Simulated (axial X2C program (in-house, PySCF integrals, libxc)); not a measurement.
# All-electron X2C curves of ZrB

Aim: find the lowest determinant of ZrB, scan the bond at several levels and fit the constants, once spin-free and once with spin–orbit coupling.

The runs use an in-house X2C program for linear molecules on PySCF integrals; all-electron X2C, Zr dyall-cv3z, B dyall-v3z.

All values are calculated.

**1. Set-up**

task.json

```json
{"zs": [40, 5], "q": 0, "bas": ["dyall-cv3z", "dyall-v3z"], "levels": ["PBE0", "HF", "PW91", "B3LYP", "PBE"], "cc": true, "r0": 2.39, "thr": -2.0, "nmax": 140}
```

Keys: zs atomic numbers; q charge; bas basis sets; levels methods (HF also brings MP2); cc coupled cluster on or off; r0 starting distance in Å; thr threshold in hartree for freezing inner shells (an s shell follows its p shell); nmax most natural virtual spinors.

Run with:

```console
$ python so2c.py task.json out
```

Spin-free means the one-electron spin-free X2C Hamiltonian; two-component (2c) means X2C with spin–orbit coupling and atomic mean-field two-electron Coulomb and Gaunt terms. Basis: Zr dyall-cv3z contracted to [11s12p9d6f3g], B dyall-v3z contracted to [7s6p2d1f]; Gaussian nuclei, density fitting. Masses: Zr 89.905 u, B 11.009 u.

Notation: σ, π±, δ± give the projection m of an orbital's angular momentum (0, ±1, ±2), α and β its spin, Λ and M_S the sums; ω is the projection of a spinor's total angular momentum and Ω the sum. Logs are in hartree.

The results follow Hamiltonian by Hamiltonian and level by level.

**2. State search with PBE0**

PBE0 moves the distance from 2.390 Å to 2.147 Å and compares determinants there.

Spin-free determinants:

```
ΔE (eV)             state                                   open shells
   0.00  M_S = 5/2, Λ = 2   beyond closed shells: 2 × σα, π+α, π-α, δ+α
   0.50  M_S = 3/2, Λ = 1   beyond closed shells: 2 × σα, π+α, π+β, π-α
   0.53  M_S = 3/2, Λ = 0            beyond closed shells: σα, π+α, π-α
   0.80  M_S = 3/2, Λ = 2           beyond closed shells: π+α, π-α, δ+α
   0.90  M_S = 1/2, Λ = 0            beyond closed shells: σβ, π+α, π-α
   1.01  M_S = 5/2, Λ = 0  beyond closed shells: σα, π+α, π-α, δ+α, δ-α
   1.08  M_S = 3/2, Λ = 3  beyond closed shells: σα, π+α, π+β, π-α, δ+α
```

Two-component determinants:

```csv
ΔE (eV),state,open shells
0.00,Ω = 1/2,excess of +ω over −ω: ω = 1/2
0.08,Ω = 9/2,"excess of +ω over −ω: ω = 1/2, ω = 3/2, ω = 5/2"
0.53,Ω = 5/2,"excess of +ω over −ω: 2 × ω = 1/2, ω = 3/2"
0.57,Ω = 3/2,excess of +ω over −ω: ω = 3/2
0.89,Ω = 7/2,"excess of +ω over −ω: ω = -1/2, ω = 3/2, ω = 5/2"
0.95,Ω = 1/2,"excess of +ω over −ω: 2 × ω = -1/2, ω = 3/2"
1.05,Ω = 5/2,excess of +ω over −ω: ω = 5/2
```

**3. PBE0, spin-free**

State followed: M_S = 5/2, Λ = 2 (beyond closed shells: 2 × σα, π+α, π-α, δ+α). The scan is laid around 2.147 Å, a first estimate of the minimum, and this SCF restarts from the orbitals of the search.

Output at 2.147 Å:

```text
spin-free X2C-1e  PBE0
basis functions 203  fitting functions 1000  grid points 5078
iter        total energy     max residual
   1      -3622.704264228     7.39e-06
   2      -3622.704264230     5.76e-06
converged
one-electron -5099.17105400  Coulomb 1545.96235197  exact exchange -29.22292727  xc functional -89.56720511  nuclear repulsion 49.29457018
```

Along the bond, energies from the lowest point:

```csv
R (Å),E (eV),μ (D),HOMO (eV),LUMO (eV),iterations
1.868,0.7643,-2.77,-4.58,-2.41,13
1.954,0.3266,-3.10,-4.61,-2.20,13
2.018,0.1325,-3.32,-4.64,-2.06,13
2.083,0.0297,-3.51,-4.66,-2.07,13
2.147,0.0000,-3.68,-4.69,-2.09,2
2.222,0.0375,-3.84,-4.72,-2.11,13
2.297,0.1338,-3.96,-4.74,-2.13,13
2.394,0.3174,-4.06,-4.76,-2.14,14
2.512,0.5980,-4.10,-4.77,-2.15,14
2.684,1.0501,-3.98,-4.73,-2.14,15
2.920,1.6530,-3.50,-4.54,-2.24,19
3.220,2.2768,-2.66,-4.39,-2.40,20
```

Dipoles are positive if B is the positive end.

Outer orbitals at the reference distance:

```tsv
symmetry	occupied	ε (eV)	atomic character
π+α	yes	-34.47	99% Zr p
σα	yes	-34.33	96% Zr p
π-α	yes	-33.96	99% Zr p
σβ	yes	-32.56	96% Zr p
π+β	yes	-32.46	99% Zr p
π-β	yes	-32.46	99% Zr p
σα	yes	-11.25	57% B s, 17% Zr d, 12% Zr s
σβ	yes	-8.68	55% B s, 17% Zr d, 13% Zr s
σα	yes	-5.72	55% B p, 29% Zr d, 6% B s
π+α	yes	-5.67	51% Zr d, 42% B p, 3% Zr p
π-α	yes	-5.61	49% Zr d, 43% B p, 3% Zr p
σα	yes	-4.96	59% Zr s, 23% Zr d, 9% B p
δ+α	yes	-4.69	99% Zr d
δ-α	no	-2.09	99% Zr d
σβ	no	-1.85	43% Zr s, 27% Zr p, 24% B p
π-β	no	-1.85	49% Zr d, 44% B p, 4% Zr p
π+β	no	-1.85	49% Zr d, 44% B p, 4% Zr p
```

PBE0 fields in the half plane through the axis: z from -2.4 to 4.5 Å across, distance from the axis 0.15 to 2.25 Å upwards; Zr lies at z = 0 and B at z = 2.147 Å; the ELF is damped to zero where the density is low.

log10 density (e/bohr³). Ten even steps from '0' (-4.49 ) to '9' (1.60 ):
```
111222222222222222111000
112223333333333222221100
122233333333333333222110
122333444444444443332211
222334455544444444433221
223344566655555555443221
223345677765555555443321
223445689866556865543321
```

ELF. Ten even steps from '0' (0.00 ) to '9' (1.00 ):
```
002344544322222111000000
013444554333333333210000
123334443323455555542100
122222233222577777775310
222111244322578888887630
222112577742588789998751
221125742573584028999862
221137744474580936999873
```

Re = 2.145 Å, ωe = 623 cm⁻¹, ωexe = 2.96 cm⁻¹, Be = 0.3735 cm⁻¹, De = 3.24 eV, μ = -3.67 D.

**4. HF, spin-free**

Output at 2.147 Å:

```text
spin-free X2C-1e  HF
basis functions 203  fitting functions 1000  grid points 5078
iter        total energy     max residual
   1      -3620.805840938     2.57e-01
   2      -3620.826713985     1.00e-02
   3      -3620.828520561     7.48e-03
   4      -3620.829248475     2.73e-03
   5      -3620.829591696     1.92e-03
   6      -3620.829802603     1.77e-03
   7      -3620.829900769     1.11e-03
   8      -3620.829973791     8.64e-04
   9      -3620.830003828     6.98e-04
  10      -3620.830023032     5.35e-04
  11      -3620.830035867     3.67e-04
  12      -3620.830043432     1.96e-04
  13      -3620.830046778     6.80e-05
  14      -3620.830047367     6.17e-05
  15      -3620.830047689     4.17e-05
  16      -3620.830047889     1.19e-05
  17      -3620.830047911     3.76e-06
  18      -3620.830047912     3.19e-06
  19      -3620.830047913     1.88e-06
converged
one-electron -5097.44827388  Coulomb 1544.25775145  exact exchange -116.93409567  xc functional 0.00000000  nuclear repulsion 49.29457018
```

No constants are quoted: the solution changes its character somewhere along the scan, so the fit is set aside.

**5. PW91, spin-free**

The SCF at the reference distance of 2.147 Å:

```text
spin-free X2C-1e  PW91
basis functions 203  fitting functions 1000  grid points 5078
iter        total energy     max residual
   1      -3623.322945427     1.08e-01
   2      -3623.324884347     1.28e-02
   3      -3623.298314264     5.20e-02
   4      -3623.326635300     1.21e-03
   5      -3623.326651777     8.25e-04
   6      -3623.326661515     1.79e-04
   7      -3623.326661784     1.37e-04
   8      -3623.326661951     1.11e-05
   9      -3623.326661954     3.75e-06
  10      -3623.326661954     4.89e-07
converged
one-electron -5099.44798286  Coulomb 1546.24054889  exact exchange 0.00000000  xc functional -119.41379817  nuclear repulsion 49.29457018
```

Re = 2.166 Å, ωe = 594 cm⁻¹, ωexe = 3.04 cm⁻¹, Be = 0.3664 cm⁻¹, De = 3.54 eV, μ = -3.23 D.

**6. B3LYP, spin-free**

Output at 2.147 Å:

```text
spin-free X2C-1e  B3LYP
basis functions 203  fitting functions 1000  grid points 5078
iter        total energy     max residual
   1      -3623.102101112     4.11e-02
   2      -3623.103619477     2.90e-03
   3      -3623.103409336     5.54e-03
   4      -3623.103639897     2.37e-03
   5      -3623.103707797     3.21e-04
   6      -3623.103708897     1.50e-04
   7      -3623.103709139     4.26e-05
   8      -3623.103709195     9.22e-06
   9      -3623.103709201     2.89e-06
  10      -3623.103709201     1.23e-06
converged
one-electron -5099.15291157  Coulomb 1545.94105760  exact exchange -23.37580993  xc functional -95.81061549  nuclear repulsion 49.29457018
```

Re = 2.160 Å, ωe = 604 cm⁻¹, ωexe = 3.01 cm⁻¹, Be = 0.3683 cm⁻¹, De = 2.68 eV, μ = -3.52 D.

**7. PBE, spin-free**

Output at 2.147 Å:

```text
spin-free X2C-1e  PBE
basis functions 203  fitting functions 1000  grid points 5078
iter        total energy     max residual
   1      -3622.638782763     8.96e-02
   2      -3622.640195442     1.16e-02
   3      -3622.618170995     4.76e-02
   4      -3622.641579456     2.05e-03
   5      -3622.641651840     5.06e-04
   6      -3622.641656427     2.86e-04
   7      -3622.641657189     1.83e-05
   8      -3622.641657195     5.42e-06
   9      -3622.641657195     3.58e-06
converged
one-electron -5099.19922591  Coulomb 1545.97752863  exact exchange 0.00000000  xc functional -118.71453010  nuclear repulsion 49.29457018
```

Re = 2.167 Å, ωe = 593 cm⁻¹, ωexe = 3.04 cm⁻¹, Be = 0.3659 cm⁻¹, De = 3.51 eV, μ = -3.24 D.

**8. Correlated methods, spin-free**

Correlated methods: 15 electrons correlated (frozen shells, counted by type: Zr 3 s, 2 p, 1 d; B 1 s), 287 virtual spinors in MP2, 140 natural virtuals in coupled cluster.

Output of the correlated part at 2.147 Å:

```text
correlated 15  virtual 287  natural virtual 140  E(MP2) -0.395031268  MP2 remainder -0.006721125
iter   CCSD correlation   residual
   1     -0.393746608   1.45e-01
   2     -0.403009403   6.78e-02
   3     -0.406770531   3.61e-02
   4     -0.406920365   1.72e-02
   5     -0.407244130   9.05e-03
   6     -0.407364379   3.79e-03
   7     -0.407376108   1.68e-03
   8     -0.407405389   8.20e-04
   9     -0.407393745   4.33e-04
  10     -0.407399247   2.09e-04
  11     -0.407396393   1.02e-04
  12     -0.407397646   5.71e-05
  13     -0.407397887   2.60e-05
  14     -0.407397721   1.34e-05
  15     -0.407397708   6.12e-06
(T) -0.020198163  T1 0.0477  D1 0.1171  max T2 0.059
```

T1 in the output is the amplitude norm over the root of the electron number; divide by √2 for the Lee–Taylor value.

MP2: No constants are quoted: the reference changes its character somewhere along the scan, so the fit is set aside.

CCSD: No constants are quoted: the reference changes its character somewhere along the scan, so the fit is set aside.

CCSD(T): No constants are quoted: the reference changes its character somewhere along the scan, so the fit is set aside.

**9. A higher determinant, spin-free**

State: M_S = 3/2, Λ = 1 (beyond closed shells: 2 × σα, π+α, π+β, π-α).

Output at the reference distance:

```text
spin-free X2C-1e  PBE0
basis functions 203  fitting functions 1000  grid points 5078
iter        total energy     max residual
   1      -3622.685977646     7.17e-06
   2      -3622.685977645     1.67e-05
converged
one-electron -5098.31518755  Coulomb 1545.05168014  exact exchange -29.19613511  xc functional -89.52090531  nuclear repulsion 49.29457018
```

```csv
R (Å),E above the lowest PBE0 point (eV)
1.868,0.561
1.954,0.377
2.018,0.351
2.083,0.397
2.147,0.498
2.222,0.663
2.297,0.860
2.394,1.127
2.512,1.448
```

Re = 2.007 Å, ωe = 710 cm⁻¹, Be = 0.4267 cm⁻¹, μ = -3.79 D. Te = 0.35 eV.

State: M_S = 3/2, Λ = 0 (beyond closed shells: σα, π+α, π-α).

Output at the reference distance:

```text
spin-free X2C-1e  PBE0
basis functions 203  fitting functions 1000  grid points 5078
iter        total energy     max residual
   1      -3622.684818774     1.94e-05
   2      -3622.684818775     3.72e-05
   3      -3622.684818788     1.02e-05
   4      -3622.684818794     4.43e-06
   5      -3622.684818795     1.60e-06
converged
one-electron -5096.70285583  Coulomb 1543.39128272  exact exchange -29.18766087  xc functional -89.48015499  nuclear repulsion 49.29457018
```

```csv
R (Å),E above the lowest PBE0 point (eV)
1.868,1.053
1.954,0.719
2.018,0.584
2.083,0.526
2.147,0.529
2.222,0.590
2.297,0.693
2.394,0.864
2.512,1.109
```

Re = 2.110 Å, ωe = 601 cm⁻¹, ωexe = 5.2 cm⁻¹, Be = 0.3859 cm⁻¹, μ = -2.32 D. Te = 0.52 eV.

**10. The spin-free curves together**

Energy (eV) of the followed determinant, spin-free, from each level's lowest point:

```csv
R (Å),PBE0,HF (jumps),MP2 (its reference jumps),CCSD (its reference jumps),CCSD(T) (its reference jumps),PW91,B3LYP,PBE
1.868,0.764,0.848,0.695,n/a,n/a,0.832,0.818,0.837
1.954,0.327,0.377,0.267,0.340,0.360,0.375,0.365,0.379
2.018,0.132,0.162,0.085,0.140,0.153,0.166,0.158,0.169
2.083,0.030,0.043,0.000,0.033,0.039,0.047,0.043,0.048
2.147,0.000,0.000,0.004,0.000,0.000,0.000,0.000,0.000
2.222,0.038,0.010,0.179,0.043,0.040,0.016,0.022,0.015
2.297,0.134,0.037,0.470,0.153,0.150,0.091,0.103,0.088
2.394,0.317,0.091,0.765,0.348,0.352,0.246,0.267,0.241
2.512,0.598,0.198,1.064,n/a,n/a,0.491,0.524,0.485
2.684,1.050,0.426,1.465,n/a,n/a,0.897,0.944,0.889
2.920,1.653,0.819,1.992,n/a,n/a,1.452,1.511,1.442
3.220,2.277,1.335,2.589,n/a,n/a,2.064,2.101,2.053
```

(Part 1 of 2 ends here.)
